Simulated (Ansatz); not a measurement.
# Cl3H3Si2: the cost of one run

Computed with Ansatz 0.2.0, Gaussian basis. Level: PBE0-D4/def2-TZVP structures, single points in def2-TZVPP, no counterpoise correction.

Levels: SPW92, PBE-D4, BLYP-D4, r2SCAN-D4, B97M-V, PBE0-D4, B3LYP-D4, r2SCAN0-D4, BHLYP-D4, CAM-B3LYP-D4, wB97X-V, wB97M-V, B2PLYP, PBE-QIDH, RPA on PBE, Hartree-Fock, MP2, CCSD, CCSD(T).

Correlated methods freeze the cores. B3LYP uses VWN-RPA correlation. B2PLYP carries no dispersion term here.

95 further runs of the same task are left out: 1 that didn't finish, 94 set aside as unsound or not needed.

### Step 1. Starting geometry

The complex: 10 atoms, charge 0, spin multiplicity 1.

Atoms are counted from 1 here; the program's logs count them from 0.

Bond lengths: Si1–Si2 2.333 Å, Si1–Cl3 2.041 Å, Si1–Cl4 2.041 Å, Si1–Cl5 2.061 Å, Si2–H8 1.485 Å, Si2–H9 1.482 Å, Si2–H10 1.482 Å, H6–Cl7 1.285 Å. Angles: Si2–Si1–Cl3 110.7°, Si2–Si1–Cl4 110.7°, Si2–Si1–Cl5 112.5°, Cl3–Si1–Cl4 108.5°, Cl3–Si1–Cl5 107.1°, Cl4–Si1–Cl5 107.1°, Si1–Si2–H8 106.1°, Si1–Si2–H9 108.8°, Si1–Si2–H10 108.8°, H8–Si2–H9 110.7°, H8–Si2–H10 110.7°, H9–Si2–H10 111.5°.

Geometry (Å):

```csv
atom,x (Å),y (Å),z (Å)
Si1,-1.0377,-0.0755,-0.9432
Si2,0.4266,-1.1724,0.5052
Cl3,-0.7619,-0.7090,-2.8637
Cl4,-2.9767,-0.4318,-0.4153
Cl5,-0.7724,1.9679,-0.9353
H6,1.0385,2.3804,0.7136
Cl7,1.9689,2.2538,1.5904
H8,0.1238,-2.6205,0.3777
H9,1.8187,-0.8891,0.0826
H10,0.1721,-0.7037,1.8880
```

Its parts: Si₂H₃Cl₃ holds atoms 1, 2, 3, 4, 5, 8, 9, 10; HCl holds atoms 6, 7. Each part counts its atoms afresh in its own runs.

### Step 2. Relaxing Si₂H₃Cl₃ alone

File relax-a/in.yaml:

```yaml
crystal:
  periodic: [false, false, false]
  atoms:
    - {symbol: Si, position_ang: [-1.037670, -0.075498, -0.943181]}
    - {symbol: Si, position_ang: [0.426567, -1.172431, 0.505211]}
    - {symbol: Cl, position_ang: [-0.761887, -0.709008, -2.863659]}
    - {symbol: Cl, position_ang: [-2.976718, -0.431834, -0.415283]}
    - {symbol: Cl, position_ang: [-0.772376, 1.967930, -0.935257]}
    - {symbol: H, position_ang: [0.123828, -2.620471, 0.377666]}
    - {symbol: H, position_ang: [1.818654, -0.889105, 0.082589]}
    - {symbol: H, position_ang: [0.172066, -0.703725, 1.888008]}
basis:
  gaussian: {orbitals: def2-TZVP}
hamiltonian: {xc: pbe0, dispersion: d4}
relax: {f_tol: 0.005, max_steps: 200}
```

Command:

```
> ansatz run in.yaml --threads 2 --pin off --events-out ev --progress --plain --max-ram 32768MiB --backend cpu
```

**Question.** How long does this run take on 2 threads of AMD EPYC 7R13, shared host?

About 47 s.
